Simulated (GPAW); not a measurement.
Crystal: NaLaMnMoO6.

```
Na La Mn Mo O
1.0
     5.55735    0.00000    0.00053
     0.00000    5.59794    0.00000
    -0.06290    0.00000    8.02462
Na La Mn Mo O
2 2 2 2 12
Direct
  0.75008 0.51572 0.49924
  0.24992 0.01572 0.50076
  0.25715 0.95896 0.99937
  0.74285 0.45896 0.00063
  0.24767 0.48762 0.25607
  0.75233 0.98762 0.74393
  0.75559 0.99666 0.27090
  0.24441 0.49666 0.72910
  0.67335 0.97830 0.49061
  0.03402 0.81017 0.27726
  0.93353 0.28910 0.28026
  0.47817 0.20966 0.19922
  0.54435 0.73563 0.20079
  0.82956 0.01818 0.00392
  0.32665 0.47830 0.50939
  0.96598 0.31017 0.72274
  0.06647 0.78910 0.71974
  0.52183 0.70966 0.80078
  0.45565 0.23563 0.79921
  0.17044 0.51818 0.99608
```

The cell was built by a generator and needn't be a form met in nature.

Base run:

| Property | Result |
| --- | --- |
| Program | GPAW 26.7.0 |
| Functional | PBE |
| Potentials or basis | GPAW PAW data sets (gpaw-data 1.2.1) |
| Cutoff | 800 eV |
| Basis | pw |
| k mesh | 4 × 4 × 3 |
| Occupations | fermi-dirac, width 0.05 eV |
| Spin | collinear spin, ferromagnetic start |
| Starting moments | [0.0, 0.0, 0.0, 0.0, 4.0, 4.0, 1.0, 1.0, 0.0, 0.0, 0.0, 0.0, 0.0, 0.0, 0.0, 0.0, 0.0, 0.0, 0.0, 0.0] μB |

Its results: pressure 0.1 GPa; net moment 9.96 μB per cell; site moments Na +0.00; La +0.01; Mn +4.07; Mo +0.37; O +0.02, +0.03, +0.04 μB; largest force 0.096 eV/Å.

Task: The run is repeated on the same cell with these changes: functional from PBE to LDA; potentials or basis from GPAW PAW data sets (gpaw-data 1.2.1) to the program's PAW data sets (release 1.2.1) made for this functional. What comes out?

Result: Pressure -11.3 GPa; net moment 9.85 μB per cell; site moments Na +0.00; La +0.01; Mn +3.98; Mo +0.33; O +0.02, +0.03, +0.04, +0.05 μB; largest force 0.565 eV/Å.

Caveats: one-centre terms of the f shell are cut off; only a ferromagnetic start was run, and an antiferromagnetic order may lie lower in energy.
